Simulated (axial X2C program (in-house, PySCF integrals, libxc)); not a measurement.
**TeB⁺: from the state search to constants**

Aim: find the lowest determinant of TeB⁺, scan the bond at several levels and fit the constants, once spin-free and once with spin–orbit coupling.

Computed with an in-house X2C program for linear molecules on PySCF integrals. Level: all-electron X2C, Te dyall-cv3z, B dyall-v3z.

All values are calculated.

## Step 1: Input

The input, task.json:

```json
{"zs": [52, 5], "q": 1, "bas": ["dyall-cv3z", "dyall-v3z"], "levels": ["PBE0", "HF", "B97-3"], "cc": true, "r0": 2.06, "thr": -1.0, "nmax": 90, "npts": 10, "nst": 2, "ntry": 6}
```

Keys: zs atomic numbers; q charge; bas basis sets; levels methods (HF also brings MP2); cc coupled cluster on or off; r0 starting distance in Å; thr threshold in hartree for freezing inner shells (an s shell follows its p shell); nmax most natural virtual spinors; npts points asked for on the curve; nst determinants followed; ntry starts of the search.

Run with:

```sh
python so2c.py task.json out
```

Spin-free means the one-electron spin-free X2C Hamiltonian; two-component (2c) means X2C with spin–orbit coupling and atomic mean-field two-electron Coulomb and Gaunt terms. Basis: Te dyall-cv3z contracted to [11s12p8d4f1g], B dyall-v3z contracted to [7s6p2d1f]; Gaussian nuclei, density fitting. Masses: Te 129.906 u, B 11.009 u.

Notation: σ, π±, δ± give the projection m of an orbital's angular momentum (0, ±1, ±2), α and β its spin, Λ and M_S the sums; ω is the projection of a spinor's total angular momentum and Ω the sum. Logs are in hartree.

The results follow Hamiltonian by Hamiltonian and level by level.

## Step 2: State search with PBE0

Determinants are compared with PBE0 at 2.060 Å.

Spin-free determinants:

| ΔE (eV) | state | open shells |
| --- | --- | --- |
| 0.00 | M_S = 1, Λ = 1 | beyond closed shells: σα, π+α, π+β, π-α |
| 0.10 | M_S = 0, Λ = 1 | beyond closed shells: σβ, π+α, π+β, π-α |
| 0.90 | M_S = 0, Λ = 0 | closed shell |
| 1.63 | M_S = 1, Λ = 0 | beyond closed shells: π+α, π-α |
| 2.43 | M_S = 2, Λ = 1 | beyond closed shells: σα, 2 × π+α, π-α |
| 2.53 | M_S = 0, Λ = 0 | beyond closed shells: π+β, π-α |
| 2.53 | M_S = 0, Λ = 2 | beyond closed shells: π+α, π+β |

Two-component determinants:

| ΔE (eV) | state | open shells |
| --- | --- | --- |
| 0.00 | Ω = 2 | excess of +ω over −ω: ω = 1/2, ω = 3/2 |
| 0.13 | Ω = 1 | excess of +ω over −ω: ω = -1/2, ω = 3/2 |
| 0.53 | Ω = 1 | excess of +ω over −ω: 2 × ω = 1/2 |
| 0.79 | Ω = 0 | closed shell |
| 2.26 | Ω = 0 | closed shell |
| 2.62 | Ω = 3 | excess of +ω over −ω: 2 × ω = 3/2 |
| 3.88 | Ω = 4 | excess of +ω over −ω: 2 × ω = 1/2, 2 × ω = 3/2 |

## Step 3: PBE0, spin-free

State followed: M_S = 1, Λ = 1 (beyond closed shells: σα, π+α, π+β, π-α). The scan is laid around 2.067 Å, a first estimate of the minimum, and this SCF restarts from the orbitals of the search.

Output at 2.067 Å:

```text
spin-free X2C-1e  PBE0
basis functions 166  fitting functions 895  grid points 5080
iter        total energy     max residual
   1      -6817.818697319     3.96e-01
   2      -6817.862541926     2.32e-03
   3      -6817.862532727     1.30e-03
   4      -6817.862560167     7.82e-04
   5      -6817.862570440     2.26e-04
   6      -6817.862570785     1.95e-05
   7      -6817.862570798     5.55e-06
   8      -6817.862570804     4.10e-06
   9      -6817.862570805     1.51e-06
converged
one-electron -9470.96632107  Coulomb 2767.53354223  exact exchange -44.59000336  xc functional -136.40295979  nuclear repulsion 66.56317118
```

Along the bond, energies from the lowest point:

```
R (Å)  E (eV)  μ (D)  HOMO (eV)  LUMO (eV)  iterations
1.798  0.8383   1.51     -14.61     -12.54          11
1.881  0.3297   1.82     -14.37     -12.29          12
1.943  0.1194   2.06     -14.17     -12.11          12
2.005  0.0184   2.31     -13.99     -11.95          12
2.067  0.0000   2.55     -13.81     -11.79           9
2.139  0.0540   2.83     -13.62     -11.61          12
2.212  0.1637   3.11     -13.44     -11.45          12
2.305  0.3525   3.46     -13.22     -11.25          13
2.418  0.6144   3.89     -12.97     -11.02          13
2.584  0.9900   4.54     -12.65     -10.89          13
```

Dipoles are positive if B is the positive end and refer to the centre of mass.

Outer orbitals at the reference distance:

| symmetry | occupied | ε (eV) | atomic character |
| --- | --- | --- | --- |
| σα | yes | -25.57 | 64% Te s, 16% B s, 14% B p |
| σβ | yes | -24.47 | 64% Te s, 16% B s, 14% B p |
| σα | yes | -18.92 | 44% B s, 36% Te p, 14% Te s |
| σβ | yes | -17.65 | 45% Te p, 31% B s, 16% Te s |
| σα | yes | -14.81 | 54% B p, 25% Te p, 18% B s |
| π+α | yes | -14.67 | 73% Te p, 23% B p, 4% B d |
| π-α | yes | -14.67 | 73% Te p, 23% B p, 4% B d |
| π+β | yes | -13.81 | 74% Te p, 21% B p, 4% B d |
| π-β | no | -11.79 | 73% Te p, 23% B p, 4% B d |
| σβ | no | -10.04 | 41% B p, 34% B s, 18% Te p |
| π-α | no | -9.15 | 68% B p, 20% Te p, 8% Te d |
| π+α | no | -9.15 | 68% B p, 20% Te p, 8% Te d |

PBE0 fields in the half plane through the axis: z from -2.4 to 4.2 Å across, distance from the axis 0.15 to 2.25 Å upwards; Te lies at z = 0 and B at z = 2.067 Å; the ELF is damped to zero where the density is low.

log10 density (e/bohr³). Ten even steps from '0' (-5.03 ) to '9' (1.83 ):
```
00112223332222222111000
01122333333333322221110
11223344444433333322211
12233444544444444333221
12334455555554444443321
22344556665555555544322
23345567776555555554332
23345678987656686554332
```

ELF. Ten even steps from ' ' (0.00 ) to '@' (1.00 ):
```
          ....::::::....                      
        ..--==++++====::::..                  
      ::==++**####**++==--::::::::----::      
    ..==**##########**++++======**######==    
    --++######++==++++**********%%@@@@@@%%--  
  ..==**##**==::::::--++##%%##**%%@@@@@@@@##..
  ..==**##==::**##**::--%%%%..  ++@@@@@@@@@@--
  ::++##**--==++##++==::%%##..@@..@@@@@@@@@@==
```

Re = 2.052 Å, ωe = 675 cm⁻¹, ωexe = 5.33 cm⁻¹, Be = 0.3945 cm⁻¹, De = 3.06 eV, μ = 2.49 D.

## Step 4: HF, spin-free

Output at 2.067 Å:

```text
spin-free X2C-1e  HF
basis functions 166  fitting functions 895  grid points 5080
iter        total energy     max residual
   1      -6815.229621105     2.35e-01
   2      -6815.252641730     7.69e-03
   3      -6815.254060779     3.72e-03
   4      -6815.254411609     2.33e-03
   5      -6815.254558924     1.06e-03
   6      -6815.254623587     5.96e-04
   7      -6815.254646982     4.36e-04
   8      -6815.254659732     3.87e-04
   9      -6815.254670826     2.26e-04
  10      -6815.254675436     1.29e-04
  11      -6815.254676964     4.80e-05
  12      -6815.254677254     1.09e-05
  13      -6815.254677262     3.99e-06
  14      -6815.254677263     1.91e-06
converged
one-electron -9470.36445162  Coulomb 2766.98412751  exact exchange -178.43752433  xc functional 0.00000000  nuclear repulsion 66.56317118
```

Re = 2.071 Å, ωe = 616 cm⁻¹, ωexe = 7.97 cm⁻¹, Be = 0.3874 cm⁻¹, De = 1.39 eV, μ = 3.44 D.

## Step 5: B97-3, spin-free

The SCF at the reference distance of 2.067 Å:

```text
spin-free X2C-1e  B97-3
basis functions 166  fitting functions 895  grid points 5080
iter        total energy     max residual
   1      -6817.857272884     5.24e-02
   2      -6817.857783934     2.61e-03
   3      -6817.857461254     5.10e-03
   4      -6817.857939267     8.69e-04
   5      -6817.857950910     1.84e-04
   6      -6817.857951657     8.49e-05
   7      -6817.857951855     3.38e-05
   8      -6817.857951965     1.81e-05
   9      -6817.857951978     3.92e-06
  10      -6817.857951979     8.15e-07
converged
one-electron -9471.00872540  Coulomb 2767.57936327  exact exchange -48.03088547  xc functional -132.96087556  nuclear repulsion 66.56317118
```

Re = 2.060 Å, ωe = 660 cm⁻¹, ωexe = 5.51 cm⁻¹, Be = 0.3913 cm⁻¹, De = 2.93 eV, μ = 2.43 D.

## Step 6: Correlated methods, spin-free

Correlated methods: 8 electrons correlated (frozen shells, counted by type: Te 4 s, 3 p, 2 d; B 1 s), 230 virtual spinors in MP2, 90 natural virtuals in coupled cluster.

Output of the correlated part at 2.067 Å:

```text
correlated 8  virtual 230  natural virtual 90  E(MP2) -0.155445606  MP2 remainder -0.003660828
iter   CCSD correlation   residual
   1     -0.166125496   1.32e-01
   2     -0.173417463   6.50e-02
   3     -0.176563075   3.49e-02
   4     -0.177155012   1.50e-02
   5     -0.177325531   5.12e-03
   6     -0.177321737   2.05e-03
   7     -0.177324743   9.14e-04
   8     -0.177327275   4.03e-04
   9     -0.177323127   1.96e-04
  10     -0.177324017   8.78e-05
  11     -0.177322852   3.16e-05
  12     -0.177323313   1.36e-05
  13     -0.177323255   5.94e-06
  14     -0.177323250   2.54e-06
(T) -0.011044178  T1 0.0498  D1 0.0823  max T2 0.080
```

T1 in the output is the amplitude norm over the root of the electron number; divide by √2 for the Lee–Taylor value.

MP2: Re = 2.043 Å, ωe = 718 cm⁻¹, Be = 0.3981 cm⁻¹, De = 2.53 eV.

CCSD: Re = 2.072 Å, ωe = 639 cm⁻¹, ωexe = 6.15 cm⁻¹, Be = 0.3868 cm⁻¹, De = 2.14 eV. T1 at Re = 0.035 (Lee–Taylor, the printed value over √2).

CCSD(T): Re = 2.076 Å, ωe = 653 cm⁻¹, Be = 0.3855 cm⁻¹, De = 2.35 eV. T1 at Re = 0.036 (Lee–Taylor, the printed value over √2).

## Step 7: A higher determinant, spin-free

State: M_S = 0, Λ = 1 (beyond closed shells: σβ, π+α, π+β, π-α).

Output at the reference distance:

```text
spin-free X2C-1e  PBE0
basis functions 166  fitting functions 895  grid points 5080
iter        total energy     max residual
   1      -6817.815032085     3.95e-01
   2      -6817.858788638     2.25e-03
   3      -6817.858785170     1.24e-03
   4      -6817.858807028     7.75e-04
   5      -6817.858816040     2.23e-04
   6      -6817.858816384     1.97e-05
   7      -6817.858816392     5.21e-06
   8      -6817.858816395     3.04e-06
   9      -6817.858816395     1.52e-06
converged
one-electron -9470.98945894  Coulomb 2767.56142269  exact exchange -44.59075857  xc functional -136.40319275  nuclear repulsion 66.56317118
```

| R (Å) | E above the lowest PBE0 point (eV) |
| --- | --- |
| 1.798 | 0.971 |
| 1.881 | 0.451 |
| 1.943 | 0.232 |
| 2.005 | 0.125 |
| 2.067 | 0.102 |
| 2.139 | 0.154 |
| 2.212 | 0.265 |
| 2.305 | 0.463 |
| 2.418 | 0.744 |

Re = 2.056 Å, ωe = 681 cm⁻¹, ωexe = 4.52 cm⁻¹, Be = 0.3931 cm⁻¹, μ = 2.54 D. ⟨S²⟩ = 1.03 against 0.00 for a pure state, so this determinant mixes spins. Te = 0.10 eV.

## Step 8: The spin-free curves together

Energy (eV) of the followed determinant, spin-free, from each level's lowest point:

```
R (Å)   PBE0     HF    MP2   CCSD  CCSD(T)  B97-3
1.798  0.838  0.900  0.854    n/a      n/a  0.873
1.881  0.330  0.372  0.324  0.391    0.413  0.354
1.943  0.119  0.149  0.108  0.159    0.172  0.136
2.005  0.018  0.035  0.009  0.038    0.043  0.027
2.067  0.000  0.000  0.000  0.000    0.000  0.000
2.139  0.054  0.029  0.071  0.030    0.028  0.044
2.212  0.164  0.106  0.199  0.115    0.117  0.143
2.305  0.353  0.241  0.410  0.267    0.278  0.319
2.418  0.614  0.424  0.690    n/a      n/a  0.565
2.584  0.990  0.679  1.071    n/a      n/a  0.920
```

## Step 9: PBE0, 2c

State followed: Ω = 2 (excess of +ω over −ω: ω = 1/2, ω = 3/2). The scan is laid around 2.067 Å, a first estimate of the minimum, and this SCF restarts from the orbitals of the search.

The SCF at the reference distance of 2.067 Å:

```text
two-component X2C + atomic mean field  PBE0
basis functions 166  fitting functions 895  grid points 5080
iter        total energy     max residual
   1      -6814.973730088     3.97e-01
   2      -6815.017986311     2.33e-03
   3      -6815.017978954     1.28e-03
   4      -6815.018004611     7.52e-04
   5      -6815.018014467     2.29e-04
   6      -6815.018014836     1.86e-05
   7      -6815.018014849     5.76e-06
   8      -6815.018014854     3.64e-06
   9      -6815.018014855     1.37e-06
converged
one-electron -9462.75409981  Coulomb 2766.11013260  exact exchange -44.56394220  xc functional -136.32794226  nuclear repulsion 66.56317118  atomic mean-field constant -4.04533436
```

Along the bond, energies from the lowest point:

```
R (Å)  E (eV)  μ (D)  HOMO (eV)  LUMO (eV)  iterations
1.798  0.8577   1.52     -14.47     -12.30          10
1.881  0.3445   1.83     -14.40     -12.05          11
1.943  0.1299   2.06     -14.28     -11.88          12
2.005  0.0240   2.30     -14.13     -11.72          12
2.067  0.0000   2.54     -13.97     -11.56           9
2.139  0.0465   2.81     -13.80     -11.39          12
2.212  0.1476   3.09     -13.63     -11.23          12
2.305  0.3233   3.43     -13.43     -11.03          13
2.418  0.5658   3.84     -13.20     -10.82          13
2.584  0.9082   4.47     -12.92     -10.82          13
```

Dipoles are positive if B is the positive end and refer to the centre of mass.

Outer spinors at the reference distance:

```
   ω  occupied  ε (eV)             atomic character    λ mixture
 1/2       yes  -25.51   64% Te s, 17% B s, 14% B p       100% σ
-1/2       yes  -24.44   64% Te s, 16% B s, 14% B p       100% σ
 1/2       yes  -18.91  43% B s, 36% Te p, 14% Te s       100% σ
-1/2       yes  -17.63  46% Te p, 30% B s, 15% Te s  99% σ, 1% π
-1/2       yes  -14.86    74% Te p, 20% B p, 4% B d  99% π, 1% σ
 1/2       yes  -14.85   50% B p, 29% Te p, 17% B s  92% σ, 8% π
 3/2       yes  -14.40    69% Te p, 27% B p, 4% B d       100% π
 1/2       yes  -13.97    72% Te p, 22% B p, 4% B d  92% π, 8% σ
-3/2        no  -11.56    71% Te p, 25% B p, 4% B d       100% π
-1/2        no  -10.00   42% B p, 33% B s, 18% Te p  98% σ, 2% π
-1/2        no   -9.18   70% B p, 19% Te p, 8% Te d  99% π, 1% σ
 3/2        no   -9.10   64% B p, 24% Te p, 8% Te d       100% π
```

PBE0 fields in the half plane through the axis: z from -2.4 to 4.2 Å across, distance from the axis 0.15 to 2.25 Å upwards; Te lies at z = 0 and B at z = 2.067 Å; the ELF is damped to zero where the density is low.

log10 density (e/bohr³). Ten even steps from '0' (-5.03 ) to '9' (1.83 ):
```
00112222332222221111000
01122333333333222221110
11223344444433333322211
12233444544444444333221
12334455555544444443321
22344556665555555544322
23345567776555555554332
23345678987656686554332
```

ELF. Ten even steps from '0' (0.00 ) to '9' (1.00 ):
```
00000112221100000000000
00001345543211000000000
00024567765432222332000
00146777776554446777400
00357775455666668999830
01467642223578768999971
02467426762388105999993
02576345754287191999994
```

Re = 2.058 Å, ωe = 661 cm⁻¹, ωexe = 5.75 cm⁻¹, Be = 0.3923 cm⁻¹, De = 3.03 eV, μ = 2.50 D.

## Step 10: HF, 2c

The SCF at the reference distance of 2.067 Å:

```text
two-component X2C + atomic mean field  HF
basis functions 166  fitting functions 895  grid points 5080
iter        total energy     max residual
   1      -6812.381899187     2.67e-01
   2      -6812.404772509     7.46e-03
   3      -6812.406152725     3.39e-03
   4      -6812.406483741     2.27e-03
   5      -6812.406616775     1.05e-03
   6      -6812.406670683     5.68e-04
   7      -6812.406686564     3.57e-04
   8      -6812.406693391     2.51e-04
   9      -6812.406698489     1.46e-04
  10      -6812.406700649     8.94e-05
  11      -6812.406701380     3.78e-05
  12      -6812.406701578     1.02e-05
  13      -6812.406701595     6.86e-06
  14      -6812.406701599     4.86e-06
  15      -6812.406701602     2.08e-06
  16      -6812.406701602     9.03e-07
converged
one-electron -9462.14223136  Coulomb 2765.54952874  exact exchange -178.33183580  xc functional 0.00000000  nuclear repulsion 66.56317118  atomic mean-field constant -4.04533436
```

Re = 2.076 Å, ωe = 597 cm⁻¹, ωexe = 9.48 cm⁻¹, Be = 0.3855 cm⁻¹, De = 1.55 eV, μ = 3.44 D.

## Step 11: B97-3, 2c

The SCF at the reference distance of 2.067 Å:

```text
two-component X2C + atomic mean field  B97-3
basis functions 166  fitting functions 895  grid points 5080
iter        total energy     max residual
   1      -6815.012925877     5.26e-02
   2      -6815.013457972     2.67e-03
   3      -6815.013159126     4.88e-03
   4      -6815.013611417     9.12e-04
   5      -6815.013623816     1.99e-04
   6      -6815.013624696     8.92e-05
   7      -6815.013624952     3.55e-05
   8      -6815.013625073     1.70e-05
   9      -6815.013625083     4.13e-06
  10      -6815.013625084     7.18e-07
converged
one-electron -9462.79803006  Coulomb 2766.15741380  exact exchange -48.00278305  xc functional -132.88806260  nuclear repulsion 66.56317118  atomic mean-field constant -4.04533436
```

Re = 2.067 Å, ωe = 644 cm⁻¹, ωexe = 6.02 cm⁻¹, Be = 0.3889 cm⁻¹, De = 2.86 eV, μ = 2.44 D.

## Step 12: MP2 and beyond, 2c

Correlated methods: 8 electrons correlated (frozen shells, counted by type: Te 4 s, 3 p, 2 d; B 1 s), 230 virtual spinors in MP2, 90 natural virtuals in coupled cluster.

Output of the correlated part at 2.067 Å:

```text
correlated 8  virtual 230  natural virtual 90  E(MP2) -0.154587339  MP2 remainder -0.003646784
iter   CCSD correlation   residual
   1     -0.165494292   1.30e-01
   2     -0.172712830   6.29e-02
   3     -0.175654116   3.32e-02
   4     -0.176198449   1.41e-02
   5     -0.176351308   4.67e-03
   6     -0.176349307   1.88e-03
   7     -0.176354270   8.48e-04
   8     -0.176356921   3.77e-04
   9     -0.176353851   1.89e-04
  10     -0.176354800   9.21e-05
  11     -0.176353719   4.01e-05
  12     -0.176354295   2.09e-05
  13     -0.176354245   1.19e-05
  14     -0.176354297   6.37e-06
  15     -0.176354349   2.93e-06
  16     -0.176354349   1.27e-06
(T) -0.010737893  T1 0.0476  D1 0.0746  max T2 0.080
```

MP2: Re = 2.048 Å, ωe = 713 cm⁻¹, Be = 0.396 cm⁻¹, De = 2.46 eV.

CCSD: Re = 2.080 Å, ωe = 619 cm⁻¹, ωexe = 6.61 cm⁻¹, Be = 0.3839 cm⁻¹, De = 2.06 eV. T1 at Re = 0.034 (Lee–Taylor, the printed value over √2).

CCSD(T): Re = 2.083 Å, ωe = 635 cm⁻¹, Be = 0.3829 cm⁻¹, De = 2.27 eV. T1 at Re = 0.034 (Lee–Taylor, the printed value over √2).

## Step 13: A higher determinant, 2c

State: Ω = 1 (excess of +ω over −ω: ω = -1/2, ω = 3/2).

Output at the reference distance:

```text
two-component X2C + atomic mean field  PBE0
basis functions 166  fitting functions 895  grid points 5080
iter        total energy     max residual
   1      -6814.969127551     3.96e-01
   2      -6815.013413270     2.29e-03
   3      -6815.013412298     1.15e-03
   4      -6815.013431805     7.30e-04
   5      -6815.013440438     2.28e-04
   6      -6815.013440810     1.54e-05
   7      -6815.013440820     5.07e-06
   8      -6815.013440822     1.11e-06
   9      -6815.013440822     1.19e-06
converged
one-electron -9462.77824146  Coulomb 2766.13720746  exact exchange -44.56383464  xc functional -136.32640900  nuclear repulsion 66.56317118  atomic mean-field constant -4.04533436
```

```
R (Å)  E above the lowest PBE0 point (eV)
1.798                               1.016
1.881                               0.491
1.943                               0.269
2.005                               0.155
2.067                               0.124
2.139                               0.164
2.212                               0.258
2.305                               0.422
2.418                               0.628
```

Re = 2.064 Å, ωe = 654 cm⁻¹, ωexe = 5.73 cm⁻¹, Be = 0.3898 cm⁻¹, μ = 2.57 D. Te = 0.13 eV.

## Step 14: The 2c curves together

Energy (eV) of the followed determinant, 2c, from each level's lowest point:

```
R (Å)   PBE0     HF    MP2   CCSD  CCSD(T)  B97-3
1.798  0.858  0.911  0.879    n/a      n/a  0.894
1.881  0.344  0.380  0.343  0.407    0.428  0.370
1.943  0.130  0.155  0.121  0.171    0.183  0.147
2.005  0.024  0.038  0.016  0.045    0.050  0.033
2.067  0.000  0.000  0.000  0.000    0.000  0.000
2.139  0.047  0.023  0.064  0.021    0.020  0.036
2.212  0.148  0.091  0.186  0.096    0.098  0.126
2.305  0.323  0.210  0.387  0.233    0.248  0.287
2.418  0.566  0.370  0.649    n/a      n/a  0.512
2.584  0.908  0.591  0.994    n/a      n/a  0.829
```

Time for the job: 1.8 min (1 thread of Arm Neoverse V1, shared host).

## Step 15: Constants

Lowest determinant that the search found at its distance, spin-free: M_S = 1, Λ = 1 (beyond closed shells: σα, π+α, π+β, π-α).

Lowest determinant that the search found at its distance, 2c: Ω = 2 (excess of +ω over −ω: ω = 1/2, ω = 3/2).

| Hamiltonian | level | Re (Å) | ωe (cm⁻¹) | De (eV) | μ (D) |
| --- | --- | --- | --- | --- | --- |
| spin-free | PBE0 | 2.052 | 675 | 3.06 | 2.49 |
| spin-free | HF | 2.071 | 616 | 1.39 | 3.44 |
| spin-free | MP2 | 2.043 | 718 | 2.53 | n/a |
| spin-free | CCSD | 2.072 | 639 | 2.14 | n/a |
| spin-free | CCSD(T) | 2.076 | 653 | 2.35 | n/a |
| spin-free | B97-3 | 2.060 | 660 | 2.93 | 2.43 |
| 2c | PBE0 | 2.058 | 661 | 3.03 | 2.50 |
| 2c | HF | 2.076 | 597 | 1.55 | 3.44 |
| 2c | MP2 | 2.048 | 713 | 2.46 | n/a |
| 2c | CCSD | 2.080 | 619 | 2.06 | n/a |
| 2c | CCSD(T) | 2.083 | 635 | 2.27 | n/a |
| 2c | B97-3 | 2.067 | 644 | 2.86 | 2.44 |

Dipoles are positive if B is the positive end and refer to the centre of mass.

Time per point (s) on 1 thread of Arm Neoverse V1, shared host (2c runs; CCSD comes with the CCSD(T) run); the times are rough: PBE0 0.61, HF 0.52, MP2 0.62, CCSD(T) 3.5, B97-3 0.62.

In words: At CCSD(T), going from spin-free to two-component changes Re by +7 mÅ, ωe by -2.7 %, which is small (part of it comes from the scalar share of the two-electron terms). De moves by -0.08 eV; both De rest on single-determinant atoms, which can miss part of an open shell's spin–orbit lowering.

De refers to Te + B+; at HF, spin-free, to Te+ + B; at HF, two-component, to Te+ + B, each in the lowest determinant found, which need not be this curve's own limit. Each curve is one determinant whose occupation by symmetry is held fixed; it was picked as the lowest of a PBE0 search that is not exhaustive. De is counted from the lowest determinant-based energies of the atoms at the same level, without counterpoise correction. Density functionals use the spin component along the axis (collinear). Coupled cluster ran in a truncated set of natural virtual spinors; the MP2 energy of the rest was added. With several unpaired electrons one determinant need not be a pure state. With the outer-core shells frozen, correlated bond lengths of heavy atoms tend to come out a few hundredths of an ångström too long. T1 at Re is 0.036 (Lee–Taylor), above the customary mark of 0.02.
